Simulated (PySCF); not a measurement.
# CH3ClF2STi (SMILES C[S][Ti]([F])([F])[Cl]): levels of theory compared

We compute a comparison of 6 runs (HF/3-21G, PBE/STO-3G, B3LYP/6-31G*, PBE0/def2-SVP, PBE0/cc-pVDZ, B2PLYP/def2-SVPD) of CH3ClF2STi. The job is set up through a Python script.

The results are computed with PySCF 2.14.0.

## (1) The system as given

CH3ClF2STi: 9 atoms, total charge 0, spin state singlet. SMILES: `C[S][Ti]([F])([F])[Cl]`. Geometry: relaxed at PBE0-D4/def2-TZVP. This is one conformer, not always the lowest.

Bond lengths: C1–S2 1.821 Å, S2–Ti3 2.243 Å, Ti3–F4 1.750 Å, Ti3–F5 1.739 Å, Ti3–Cl6 2.192 Å, C1–H7 1.090 Å, C1–H8 1.090 Å, C1–H9 1.089 Å. Some angles: C1–S2–Ti3 97.5°, S2–Ti3–F4 107.5°, S2–Ti3–F5 106.3°, S2–Ti3–Cl6 107.8°, F4–Ti3–F5 113.6°, F4–Ti3–Cl6 108.6°, F5–Ti3–Cl6 112.7°, S2–C1–H7 107.0°, S2–C1–H8 111.6°, S2–C1–H9 109.7°.

## (2) Energy and forces at HF/3-21G (run 1)

Contents of job.py:

```python
# C[S][Ti]([F])([F])[Cl]
import pyscf.grad
from pyscf import gto, scf

molecule = gto.Mole()
molecule.atom = '''
C     -2.458534     0.857747     1.304100
S     -1.412948     1.145174    -1.962670
Ti     2.279766    -0.891573    -1.540505
F      1.645007    -3.821782    -0.144942
F      3.560811    -1.119663    -4.558964
Cl     4.655529     1.310714     1.039727
H     -4.504918     1.086026     1.301832
H     -2.003110    -0.992862     2.086825
H     -1.594551     2.338536     2.442093
'''
molecule.verbose = 4
molecule.charge = 0
molecule.spin = 0
molecule.max_memory = 1860
molecule.basis = '3-21g'
molecule.unit = 'bohr'
molecule.build()

myscf = scf.RHF(molecule)
myscf.conv_tol = 1e-10
myscf.kernel()
if not myscf.converged:
    myscf = myscf.newton().run(myscf.mo_coeff, myscf.mo_occ)

energy = myscf.e_tot
print('E(%s) = %.9f' % ('HF', energy))
grad = myscf.Gradients().kernel()
dip = myscf.dip_moment()
pop, q = myscf.mulliken_pop()
```

On the command line:

```
$ OMP_NUM_THREADS=1 python job.py
```

What it wrote:

```text
PySCF version 2.14.0

[... 73 lines left out ...]
converged SCF energy = -1934.56261505913
[... 12 lines left out ...]
Dipole moment(X, Y, Z, Debye): -1.87119, -0.62973,  1.09571
[... 57 lines left out ...]
pop of  3 F 3py           0.98926
pop of  3 F 3pz           1.02549
pop of  4 F 1s            1.98485
pop of  4 F 2s            0.44520
pop of  4 F 3s            1.53922
pop of  4 F 2px           0.81787
pop of  4 F 2py           0.83285
pop of  4 F 2pz           0.79166
pop of  4 F 3px           1.01843
pop of  4 F 3py           1.03388
pop of  4 F 3pz           0.98132
pop of  5 Cl 1s           1.99859
pop of  5 Cl 2s           1.95881
pop of  5 Cl 3s           1.11304
pop of  5 Cl 4s           0.92440
pop of  5 Cl 2px          1.96823
pop of  5 Cl 2py          1.96874
pop of  5 Cl 2pz          1.96831
pop of  5 Cl 3px          1.00315
pop of  5 Cl 3py          1.01386
pop of  5 Cl 3pz          1.00430
pop of  5 Cl 4px          0.84078
pop of  5 Cl 4py          0.86190
pop of  5 Cl 4pz          0.84643
pop of  6 H 1s            0.45652
pop of  6 H 2s            0.24688
pop of  7 H 1s            0.46381
pop of  7 H 2s            0.26442
pop of  8 H 1s            0.46098
pop of  8 H 2s            0.24966
 ** Mulliken atomic charges  **
charge of    0C =     -0.92817
charge of    1S =     -0.18791
charge of    2Ti =      1.63181
charge of    3F =     -0.45763
charge of    4F =     -0.44528
charge of    5Cl =     -0.47053
charge of    6H =      0.29660
charge of    7H =      0.27177
charge of    8H =      0.28936
```

Wall time 6.9 s (1 thread of Intel Xeon at 2.70GHz, shared host); peak memory 0.17 GiB.

## (3) Energy and forces at PBE/STO-3G (run 2)

Contents of input.py:

```python
import pyscf.grad
from pyscf import gto, dft

system = gto.Mole()
system.atom = [
    ('C', (-1.301000, 0.453900, 0.690100)),
    ('S', (-0.747700, 0.606000, -1.038600)),
    ('Ti', (1.206400, -0.471800, -0.815200)),
    ('F', (0.870500, -2.022400, -0.076700)),
    ('F', (1.884300, -0.592500, -2.412500)),
    ('Cl', (2.463600, 0.693600, 0.550200)),
    ('H', (-2.383900, 0.574700, 0.688900)),
    ('H', (-1.060000, -0.525400, 1.104300)),
    ('H', (-0.843800, 1.237500, 1.292300)),
]
system.spin = 0
system.charge = 0
system.verbose = 4
system.max_memory = 1860
system.basis = 'sto-3g'
system.build()

mf = dft.RKS(system, xc='pbe')
mf.grids.level = 5
mf.conv_tol = 1e-10
mf.kernel()
if not mf.converged:
    mf = mf.newton().run(mf.mo_coeff, mf.mo_occ)

e_final = mf.e_tot
print(f'total energy: {e_final:.8f} hartree')
grad = mf.Gradients().kernel()
dip = mf.dip_moment()
pop, q = mf.mulliken_pop()
```

On the command line:

```
$ OMP_NUM_THREADS=1 python input.py
```

What it wrote:

```text
PySCF version 2.14.0

[... 84 lines left out ...]
converged SCF energy = -1925.46687728941
total energy: -1925.46687729 hartree
[... 12 lines left out ...]
Dipole moment(X, Y, Z, Debye): -1.31198, -1.54535, -0.66600
[... 25 lines left out ...]
pop of  2 Ti 4px          0.40545
pop of  2 Ti 4py          0.36898
pop of  2 Ti 4pz          0.30465
pop of  2 Ti 3dxy         0.46044
pop of  2 Ti 3dyz         0.40923
pop of  2 Ti 3dz^2        0.43919
pop of  2 Ti 3dxz         0.37321
pop of  2 Ti 3dx2-y2      0.43799
pop of  3 F 1s            1.99849
pop of  3 F 2s            1.94314
pop of  3 F 2px           1.71379
pop of  3 F 2py           1.67973
pop of  3 F 2pz           1.70818
pop of  4 F 1s            1.99846
pop of  4 F 2s            1.94305
pop of  4 F 2px           1.70005
pop of  4 F 2py           1.73228
pop of  4 F 2pz           1.66297
pop of  5 Cl 1s           1.99995
pop of  5 Cl 2s           1.99824
pop of  5 Cl 3s           2.00058
pop of  5 Cl 2px          1.99490
pop of  5 Cl 2py          1.99514
pop of  5 Cl 2pz          1.99444
pop of  5 Cl 3px          1.77362
pop of  5 Cl 3py          1.77907
pop of  5 Cl 3pz          1.75510
pop of  6 H 1s            0.90254
pop of  7 H 1s            0.90741
pop of  8 H 1s            0.89882
 ** Mulliken atomic charges  **
charge of    0C =     -0.32163
charge of    1S =      0.07396
charge of    2Ti =      0.32762
charge of    3F =     -0.04332
charge of    4F =     -0.03681
charge of    5Cl =     -0.29105
charge of    6H =      0.09746
charge of    7H =      0.09259
charge of    8H =      0.10118
```

Run time: 36 s. Hardware: 1 thread of Intel Xeon at 2.70GHz, shared host; peak memory 0.56 GiB.

Runs 3 to 4 aren't shown in full; the table further down has their settings and results.

## (4) Energy and gradient at PBE0/cc-pVDZ (run 5)

Contents of run.py:

```python
from pyscf import gto, dft

mol = gto.M(
    atom='''
C     -1.301000     0.453900     0.690100
S     -0.747700     0.606000    -1.038600
Ti     1.206400    -0.471800    -0.815200
F      0.870500    -2.022400    -0.076700
F      1.884300    -0.592500    -2.412500
Cl     2.463600     0.693600     0.550200
H     -2.383900     0.574700     0.688900
H     -1.060000    -0.525400     1.104300
H     -0.843800     1.237500     1.292300
''',
    verbose=4,
    basis='cc-pvdz',
    charge=0,
    max_memory=1860,
)

myscf = dft.RKS(mol, xc='pbe0')
myscf.conv_tol = 1e-10
myscf.grids.level = 5
myscf.kernel()
if not myscf.converged:
    myscf = myscf.newton().run(myscf.mo_coeff, myscf.mo_occ)

e_tot = myscf.e_tot
print('Final energy', e_tot)
grad = myscf.nuc_grad_method().kernel()
myscf.analyze()
```

On the command line:

```
$ OMP_NUM_THREADS=1 python run.py
```

What it wrote:

```text
PySCF version 2.14.0

[... 84 lines left out ...]
converged SCF energy = -1947.01960815591
[... 27 lines left out ...]
MO #6   energy= -20.1321308579281  occ= 2
[... 12 lines left out ...]
MO #19  energy= -2.5220439583328   occ= 2
[... 12 lines left out ...]
MO #32  energy= -0.473307971701797 occ= 2
[... 12 lines left out ...]
MO #45  energy= -0.07010230994355  occ= 0
[... 12 lines left out ...]
MO #58  energy= 0.153098883058233  occ= 0
[... 12 lines left out ...]
MO #71  energy= 0.549876497825851  occ= 0
[... 12 lines left out ...]
MO #84  energy= 0.736947465101162  occ= 0
[... 12 lines left out ...]
MO #97  energy= 1.12234928345891   occ= 0
[... 12 lines left out ...]
MO #110 energy= 1.58439532083337   occ= 0
[... 12 lines left out ...]
MO #123 energy= 2.4494681131352    occ= 0
[... 12 lines left out ...]
MO #136 energy= 3.93292998557079   occ= 0
[... 109 lines left out ...]
pop of  5 Cl 2px          1.99996
pop of  5 Cl 2py          1.99996
pop of  5 Cl 2pz          1.99996
pop of  5 Cl 3px          1.80722
pop of  5 Cl 3py          1.82096
pop of  5 Cl 3pz          1.80332
pop of  5 Cl 4px          0.00081
pop of  5 Cl 4py          0.00076
pop of  5 Cl 4pz          0.00101
pop of  5 Cl 3dxy         0.00193
pop of  5 Cl 3dyz         0.00209
pop of  5 Cl 3dz^2        0.00149
pop of  5 Cl 3dxz         0.00229
pop of  5 Cl 3dx2-y2      0.00142
pop of  6 H 1s            0.84920
pop of  6 H 2s            0.00960
pop of  6 H 2px           0.00137
pop of  6 H 2py           0.00007
pop of  6 H 2pz           0.00005
pop of  7 H 1s            0.85654
pop of  7 H 2s            0.00941
pop of  7 H 2px           0.00017
pop of  7 H 2py           0.00122
pop of  7 H 2pz           0.00040
pop of  8 H 1s            0.85417
pop of  8 H 2s            0.00935
pop of  8 H 2px           0.00030
pop of  8 H 2py           0.00078
pop of  8 H 2pz           0.00052
 ** Mulliken atomic charges  **
charge of    0C =     -0.35024
charge of    1S =     -0.18860
charge of    2Ti =      1.27488
charge of    3F =     -0.40267
charge of    4F =     -0.38134
charge of    5Cl =     -0.35888
charge of    6H =      0.13971
charge of    7H =      0.13225
charge of    8H =      0.13487
Dipole moment(X, Y, Z, Debye): -1.96339,  0.46982,  1.34039
```

It took 3.2 min on 1 thread of Intel Xeon at 2.70GHz, shared host; peak memory 1.5 GiB.

## (5) The energy at B2PLYP/def2-SVPD (run 6)

Contents of run.py:

```python
from pyscf import gto, dft, mp

mol = gto.Mole()
mol.atom = '''
C   -1.301000   0.453900   0.690100
S   -0.747700   0.606000  -1.038600
Ti   1.206400  -0.471800  -0.815200
F    0.870500  -2.022400  -0.076700
F    1.884300  -0.592500  -2.412500
Cl   2.463600   0.693600   0.550200
H   -2.383900   0.574700   0.688900
H   -1.060000  -0.525400   1.104300
H   -0.843800   1.237500   1.292300
'''
mol.max_memory = 1860
mol.charge = 0
mol.basis = 'def2-svpd'
mol.verbose = 4
mol.build()

ks = dft.RKS(mol)
ks.xc = '0.53*HF + 0.47*B88, 0.73*LYP'
ks.grids.level = 5
ks.conv_tol = 1e-10
ks.kernel()
if not ks.converged:
    ks = ks.newton().run(ks.mo_coeff, ks.mo_occ)

pt = mp.MP2(ks, frozen=18).run()
e_final = ks.e_tot + 0.27 * pt.e_corr
print('PT2 part  %.8f' % (0.27 * pt.e_corr))
print('E = %.10f Eh' % e_final)
dip = ks.dip_moment()
pop, q = ks.mulliken_pop()
```

On the command line:

```
$ OMP_NUM_THREADS=1 python run.py
```

What it wrote:

```text
PySCF version 2.14.0

[... 89 lines left out ...]
converged SCF energy = -1946.12111741487
[... 10 lines left out ...]
Dipole moment(X, Y, Z, Debye): -1.95138,  0.60126,  1.36315
[... 149 lines left out ...]
pop of  5 Cl 3dx2-y2      0.00192
pop of  5 Cl 4dxy         0.00164
pop of  5 Cl 4dyz         0.00216
pop of  5 Cl 4dz^2        0.00350
pop of  5 Cl 4dxz         0.00160
pop of  5 Cl 4dx2-y2      0.00176
pop of  6 H 1s            0.74705
pop of  6 H 2s            0.17376
pop of  6 H 2px           0.01670
pop of  6 H 2py           0.00460
pop of  6 H 2pz           0.00347
pop of  6 H 3px           0.04340
pop of  6 H 3py           0.03030
pop of  6 H 3pz           0.00448
pop of  7 H 1s            0.74534
pop of  7 H 2s            0.15245
pop of  7 H 2px           0.00483
pop of  7 H 2py           0.01471
pop of  7 H 2pz           0.00528
pop of  7 H 3px           0.02282
pop of  7 H 3py           0.05093
pop of  7 H 3pz          -0.00499
pop of  8 H 1s            0.74733
pop of  8 H 2s            0.13925
pop of  8 H 2px           0.00647
pop of  8 H 2py           0.01086
pop of  8 H 2pz           0.00709
pop of  8 H 3px           0.03119
pop of  8 H 3py           0.03905
pop of  8 H 3pz           0.00237
 ** Mulliken atomic charges  **
charge of    0C =      0.38036
charge of    1S =     -0.43088
charge of    2Ti =      1.69260
charge of    3F =     -0.60416
charge of    4F =     -0.63062
charge of    5Cl =     -0.40857
charge of    6H =     -0.02376
charge of    7H =      0.00863
charge of    8H =      0.01640
```

Run time: 1.9 min. Hardware: 1 thread of Intel Xeon at 2.70GHz, shared host; peak memory 1.6 GiB.

## (6) Overview of the runs

```
run                               level  integration grid      task   energy (Eh)  dipole moment (D)  HOMO energy (eV)  LUMO energy (eV)  wall time
  1                            HF/3-21G                 –  gradient  -1934.562615               2.26            -10.99              0.14      6.9 s
  2                          PBE/STO-3G                 5  gradient  -1925.466877               2.13             -2.96              1.87       36 s
  3  B3LYP/6-31G* (spherical functions)                 5  gradient  -1947.647186               2.13             -7.57             -3.29    2.1 min
  4                       PBE0/def2-SVP                 5  gradient  -1946.412204               2.22             -7.84             -3.15    1.9 min
  5                        PBE0/cc-pVDZ                 5  gradient  -1947.019608               2.42             -7.92             -3.25    3.2 min
  6                    B2PLYP/def2-SVPD                 5    energy  -1946.524707               2.46             -8.95             -1.94    1.9 min
```

## (7) Outcome

| quantity | value |
| --- | --- |
| run 6: total energy | -1946.52471 Eh |
| run 6: dipole moment (SCF part) | 2.46 D |
| run 6: HOMO energy (SCF part's orbitals) | -8.95 eV |
| run 6: LUMO energy (SCF part's orbitals) | -1.94 eV |
| run 6: HOMO–LUMO gap (SCF part's orbitals) | 7.01 eV |

What this shows: The dipole moment (its size) runs from 2.13 D (B3LYP/6-31G*) to 2.46 D (B2PLYP/def2-SVPD). The two ends differ in method and basis. A double hybrid's value is that of its SCF part. The HOMO–LUMO gap runs from 4.29 eV (B3LYP/6-31G*) to 11.13 eV (HF/3-21G). Totals of different functionals can't be ranked against each other. In run 2 the basis is minimal, so the values are rough. All runs together took 9.7 min, the longest 3.2 min.
